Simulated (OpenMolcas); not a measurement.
# One shape, several levels: C2H5ClSi (SMILES ClC1C[SiH2]1)

We compute a comparison of 6 runs (HF/def2-SVP, B3LYP/6-31G*, BHLYP/def2-SVP, r2SCAN/def2-SVP, CCSD(T)/def2-SVP) of C2H5ClSi. 

Program for the calculation: OpenMolcas 26.06.

### Step 1. The molecule

The species is C2H5ClSi (9 atoms), meant as a singlet with charge 0. SMILES: `ClC1C[SiH2]1`. Geometry: relaxed at PBE0-D4/def2-TZVP.

Bond lengths: Cl1–C2 1.761 Å, C2–C3 1.532 Å, C2–Si4 1.855 Å, C3–Si4 1.853 Å, C2–H5 1.084 Å, C3–H6 1.086 Å, C3–H7 1.085 Å, Si4–H8 1.475 Å, Si4–H9 1.478 Å. Some angles: Cl1–C2–C3 117.2°, Cl1–C2–Si4 122.4°, C3–C2–Si4 65.5°, C2–C3–Si4 65.7°, C2–Si4–C3 48.8°, Cl1–C2–H5 110.3°, C3–C2–H5 115.4°, Si4–C2–H5 119.3°, C2–C3–H6 115.0°, C2–C3–H7 116.2°.

### Step 2. Energy and forces at HF/def2-SVP (run 1)

mol.inp reads:

```
* C2H5ClSi Hartree-Fock

&GATEWAY
 BasLib=$CurrDir
 Coord
 9
 angstrom
 Cl      -0.610200      -0.416600      -2.254300
 C       -0.442600       0.373500      -0.689900
 C        0.930400       0.305100      -0.014300
 Si      -0.417500      -0.575100       0.903900
 H       -0.899600       1.356600      -0.714500
 H        1.659300      -0.322300      -0.518200
 H        1.345700       1.248900       0.324100
 H       -0.452800      -2.048100       0.838700
 H       -1.023900       0.031800       2.107300
 Basis=def2-SVP
 Group=NoSym

&SEWARD

&SCF
 Thresholds=1e-10 1e-07 1e-07 1e-05
 PrOrbitals=0

&ALASKA
```

The basis set def2-SVP is read from a file made from the Basis Set Exchange's data (not shown).

The run is started by

```
$ export MOLCAS_MEM=1860
$ pymolcas mol.inp > mol.log
```

The log of the run:

```text
--- Start Module: gateway ---
[...]
--- Stop Module: gateway /rc=_RC_ALL_IS_WELL_ ---
[...]
      Basis functions           89
[...]
--- Start Module: scf ---
[...]
       Convergence after  13 Iterations
[...]
::    Total SCF energy                               -826.7255180945
[...]
      Total spin, S                                     0.0000000000
[...]
      Total electronic charge=   48.000000
      Total            charge=   -0.000000
[...]
      Dipole Moment (debye):
      Origin of the operator (angstrom)=   -0.2884   -0.2418   -0.6516
                   X=  2.3322E-01               Y=  4.7008E-01               Z=  2.2143E+00           Total=  2.2756E+00
      Quadrupole Moment (debye*angstrom):
[...]
--- Stop Module: scf /rc=_RC_ALL_IS_WELL_ ---
[...]
--- Start Module: alaska ---
[...]
 *              Molecular gradients               *
 **************************************************
  Irreducible representation: a
 ------------------------------------------------------------------------------------------
                              X                       Y                       Z
 ------------------------------------------------------------------------------------------
  CL1               7.95905266850472E-04    3.14203462577112E-03    7.33346349386821E-03
  C2                3.90160010123351E-03   -4.00109965227546E-03   -4.54845060480491E-03
  C3               -4.13723771347918E-03    4.94253681198487E-04   -2.14784844770027E-03
  SI4               2.05711790485896E-03    2.64632684116783E-03   -3.22962441157948E-03
  H5               -1.02201282015235E-03    1.87555002666429E-04    5.59091796969525E-04
  H6               -5.59612698626477E-04   -1.26410498316920E-03    7.81885693031059E-04
  H7               -6.77054511009967E-04   -4.65898880581683E-04    4.88509717683439E-04
  H8                5.07122141082811E-04   -2.64328380474144E-03   -1.26891054221456E-03
[...]
--- Stop Module: alaska /rc=_RC_ALL_IS_WELL_ ---
[...]
```

Run time: 6.3 s. Hardware: 1 thread of Intel Xeon 6975P-C (Granite Rapids), shared host; peak memory 0.49 GiB.

### Step 3. Energy and gradient at B3LYP/6-31G(d) (spherical functions) (run 2)

struct.xyz reads:

```xyz
9

Cl    -0.610200    -0.416600    -2.254300
C     -0.442600     0.373500    -0.689900
C      0.930400     0.305100    -0.014300
Si    -0.417500    -0.575100     0.903900
H     -0.899600     1.356600    -0.714500
H      1.659300    -0.322300    -0.518200
H      1.345700     1.248900     0.324100
H     -0.452800    -2.048100     0.838700
H     -1.023900     0.031800     2.107300
```

job.input reads:

```
>>> EXPORT MOLCAS_PRINT=2

&GATEWAY
 BasLib=$CurrDir
 Coord=struct.xyz
 Basis=6-31Gs
 Group=NoSym

&SEWARD
 GridInput
 Grid=UltraFine
 End of Grid

&SCF
 KSDFT=B3LYP
 Thresholds=1e-10 1e-07 1e-07 1e-05
 PrOrbitals=1 2

&ALASKA
```

The basis set 6-31G* is read from a file made from the Basis Set Exchange's data (not shown).

The run is started by

```
$ export MOLCAS_MEM=1860
$ pymolcas job.input > job.log
```

The log of the run:

```text
--- Start Module: gateway ---
[...]
--- Stop Module: gateway /rc=_RC_ALL_IS_WELL_ ---
[...]
      Basis functions           74
[...]
--- Start Module: scf ---
[...]
       Convergence after  14 Iterations
[...]
::    Total KS-DFT energy                            -828.8540382556
[...]
      Total spin, S                                     0.0000000000
[...]
      Total electronic charge=   48.000000
      Total            charge=   -0.000000
[...]
      Dipole Moment (debye):
      Origin of the operator (angstrom)=   -0.2884   -0.2418   -0.6516
                   X=  4.4575E-01               Y=  6.7351E-01               Z=  1.8353E+00           Total=  2.0051E+00
      Quadrupole Moment (debye*angstrom):
[...]
--- Stop Module: scf /rc=_RC_ALL_IS_WELL_ ---
[...]
--- Start Module: alaska ---
[...]
 *              Molecular gradients               *
 **************************************************
  Irreducible representation: a
 ------------------------------------------------------------------------------------------
                              X                       Y                       Z
 ------------------------------------------------------------------------------------------
  CL1               1.98906962462608E-03    5.67143771901879E-03    1.32300346944980E-02
  C2                1.31342699469528E-03   -6.45496738000784E-03   -4.03792639734699E-03
  C3               -5.68575934229720E-03   -2.07162597847255E-03    9.76957924746946E-04
  SI4               4.49810831519404E-03    6.14909393957763E-03   -9.47283643012042E-03
  H5                7.32433605866056E-04   -2.23897581658772E-03   -4.13144147572986E-05
  H6               -2.10839951412956E-03    6.10135025651992E-04    8.28759590558503E-04
  H7               -1.43084420688000E-03   -2.17376082862319E-03   -5.56601684464919E-04
  H8                2.17737392638584E-04    5.49019257728212E-04   -2.55847124123298E-04
[...]
--- Stop Module: alaska /rc=_RC_ALL_IS_WELL_ ---
[...]
```

Wall time 20 s (1 thread of Intel Xeon 6975P-C (Granite Rapids), shared host); peak memory 0.43 GiB.

### Step 4. Energy and gradient at B3LYP/6-31G(d) (Cartesian functions) (run 3)

calc.input reads:

```
>>> EXPORT MOLCAS_PRINT=2
&gateway
baslib=$CurrDir
coord
9
angstrom
Cl      -0.610200      -0.416600      -2.254300
C       -0.442600       0.373500      -0.689900
C        0.930400       0.305100      -0.014300
Si      -0.417500      -0.575100       0.903900
H       -0.899600       1.356600      -0.714500
H        1.659300      -0.322300      -0.518200
H        1.345700       1.248900       0.324100
H       -0.452800      -2.048100       0.838700
H       -1.023900       0.031800       2.107300
basis=6-31Gs
group=NoSym
&seward
gridinput
Grid=UltraFine
End of Grid
&scf
ksdft=B3LYP
thresholds=1e-10 1e-07 1e-07 1e-05
prorbitals=1
&alaska
```

The basis set 6-31G* is read from a file made from the Basis Set Exchange's data (not shown).

The run is started by

```
$ export MOLCAS_MEM=1860
$ pymolcas calc.input > calc.log
```

The log of the run:

```text
--- Start Module: gateway ---
[...]
--- Stop Module: gateway /rc=_RC_ALL_IS_WELL_ ---
[...]
      Basis functions           78
[...]
--- Start Module: scf ---
[...]
       Convergence after  14 Iterations
[...]
::    Total KS-DFT energy                            -828.8605013342
[...]
      Total spin, S                                     0.0000000000
[...]
      Total electronic charge=   48.000000
      Total            charge=   -0.000000
[...]
      Dipole Moment (debye):
      Origin of the operator (angstrom)=   -0.2884   -0.2418   -0.6516
                   X=  4.4596E-01               Y=  6.7352E-01               Z=  1.8364E+00           Total=  2.0062E+00
      Quadrupole Moment (debye*angstrom):
[...]
--- Stop Module: scf /rc=_RC_ALL_IS_WELL_ ---
[...]
--- Start Module: alaska ---
[...]
 *              Molecular gradients               *
 **************************************************
  Irreducible representation: a
 ------------------------------------------------------------------------------------------
                              X                       Y                       Z
 ------------------------------------------------------------------------------------------
  CL1               2.03579367409912E-03    5.74118497293963E-03    1.34413796839112E-02
  C2                1.21932964718363E-03   -6.50653921670763E-03   -4.29497719324926E-03
  C3               -5.59276008659815E-03   -2.06291340264997E-03    9.57050679885885E-04
  SI4               4.40886601418722E-03    6.04430599779437E-03   -9.38140224406325E-03
  H5                7.18518302051940E-04   -2.18137022622322E-03   -5.38663324322064E-05
  H6               -2.07078345030753E-03    5.93363004008030E-04    7.92932785575795E-04
  H7               -1.40550359731817E-03   -2.12537065152363E-03   -5.53815683700831E-04
  H8                2.22307043199144E-04    5.26006083275021E-04   -2.63599669621750E-04
[...]
--- Stop Module: alaska /rc=_RC_ALL_IS_WELL_ ---
[...]
```

Run time: 22 s. Hardware: 1 thread of Intel Xeon 6975P-C (Granite Rapids), shared host; peak memory 0.44 GiB.

Runs 4 to 5 aren't shown in full; the table further down has their settings and results.

### Step 5. A single-point energy at CCSD(T)/def2-SVP (run 6)

test.input reads:

```
* C2H5ClSi CCSD(T)

&GATEWAY
  BasLib
  $CurrDir
  Coord
  9
  bohr
  Cl    -1.15311088    -0.78725990    -4.26000960
  C     -0.83639278     0.70581271    -1.30372205
  C      1.75820119     0.57655544    -0.02702308
  Si    -0.78896066    -1.08678149     1.70812344
  H     -1.69999762     2.56360246    -1.35020932
  H      3.13562256    -0.60905873    -0.97925608
  H      2.54300445     2.36007896     0.61246024
  H     -0.85566799    -3.87034808     1.58491330
  H     -1.93489058     0.06009329     3.98221986
  Basis
  def2-SVP
  Group
  NoSym

&SEWARD

&SCF
  Thresholds
  1e-10 1e-07 1e-07 1e-05
  PrOrbitals
  1 2

&RASSCF
  FileOrb
  $Project.ScfOrb
  Spin
  1
  Nactel
  0 0 0
  Inactive
  24
  Ras2
  0
  OutOrbitals
  Canonical
  OrbListing
  Few

&MOTRA
  JobIph
  Frozen
  12

&CCSDT
  CCT
  Triples
  2
  Iterations
  80
  Accuracy
  1e-08
  Extrapolation
  5 4
```

The basis set def2-SVP is read from a file made from the Basis Set Exchange's data (not shown).

The run is started by

```
$ export MOLCAS_MEM=1860
$ pymolcas test.input > test.log
```

The log of the run:

```text
--- Start Module: gateway ---
[...]
--- Stop Module: gateway /rc=_RC_ALL_IS_WELL_ ---
[...]
      Basis functions           89
[...]
       Convergence after  13 Iterations
[...]
::    Total SCF energy                               -826.7255180945
[...]
      Total spin, S                                     0.0000000000
[...]
      Number of active orbitals                  0
[...]
      Spin quantum number                      0.0
[...]
      Active orbitals                            0
[...]
      Number of CSFs                             1
[...]
      Number of root(s) required                 1
[...]
      Convergence after  4 iterations
[...]
      Natural orbitals and occupation numbers for root  1
      ************************************************************************************************************************
      *                                                    Final results                                                     *
      ************************************************************************************************************************
[...]
::    RASSCF root number  1 Total energy:   -826.72551809
[...]
      Total electronic charge=   48.000000
      Total            charge=   -0.000000
[...]
      Dipole Moment (debye):
      Origin of the operator (angstrom)=   -0.2884   -0.2418   -0.6516
                   X=  2.3322E-01               Y=  4.7008E-01               Z=  2.2143E+00           Total=  2.2756E+00
      Quadrupole Moment (debye*angstrom):
[...]
--- Start Module: motra ---
[...]
      *** WARNING: Default frozen orbitals is overwritten by user input.
      *** Default values:   9
[...]
--- Stop Module: motra /rc=_RC_ALL_IS_WELL_ ---
--- Start Module: ccsdt ---
[...]
      Convergence after                    16  Iterations
      Total energy (diff) :    -827.28525807       0.00000000
[...]
 METHOD                       : CCSD+T(CCSD)+<T3(1)WT1> = CCSD(T)
[...]
       CCSD     =      -827.2852580733424
[...]
--- Stop Module: ccsdt /rc=_RC_ALL_IS_WELL_ ---
[...]
```

It took 34 s on 1 thread of Intel Xeon 6975P-C (Granite Rapids), shared host; peak memory 0.49 GiB.

### Step 6. All runs side by side

| run | level | integration grid | Cartesian functions | energy (Eh) | dipole moment (D) of the reference | HOMO energy (eV) | LUMO energy (eV) | wall time |
| --- | --- | --- | --- | --- | --- | --- | --- | --- |
| 1 | HF/def2-SVP | – | no | -826.725518 | 2.28 | -9.65 | 3.55 | 6.3 s |
| 2 | B3LYP/6-31G* (spherical functions) | UltraFine | no | -828.854038 | 2.01 | -6.66 | -0.07 | 20 s |
| 3 | B3LYP/6-31G* (Cartesian functions) | UltraFine | yes | -828.860501 | 2.01 | -6.66 | -0.07 | 22 s |
| 4 | BHLYP/def2-SVP | UltraFine | no | -828.511193 | 1.98 | -7.96 | 1.20 | 24 s |
| 5 | r2SCAN/def2-SVP | UltraFine | no | -828.462231 | 1.84 | -5.99 | -0.51 | 33 s |
| 6 | CCSD(T)/def2-SVP | – | no | -827.302649 | 2.28 | -9.65 | 3.55 | 34 s |

### Step 7. Results

| quantity | value |
| --- | --- |
| run 6: total energy | -827.30265 Eh |
| run 6: dipole moment (mean-field density) | 2.28 D |
| run 6: HOMO energy (Hartree–Fock orbitals) | -9.65 eV |
| run 6: LUMO energy (Hartree–Fock orbitals) | 3.55 eV |
| run 6: HOMO–LUMO gap (Hartree–Fock orbitals) | 13.20 eV |
| run 6: correlation energy (12 core orbitals frozen) | -577.1 mEh |
| run 6: (T) correction | -17.39 mEh |

**Reading.** Over runs 1, 2, 3, 4, 5 the dipole moment (its size) runs from 1.84 D (r2SCAN/def2-SVP) to 2.28 D (HF/def2-SVP). Over runs 1, 2, 3, 4, 5 the HOMO–LUMO gap runs from 5.49 eV (r2SCAN/def2-SVP) to 13.20 eV (HF/def2-SVP). Exact exchange widens orbital gaps. Totals of different functionals can't be ranked against each other. All runs together took 2.3 min, the longest 34 s.
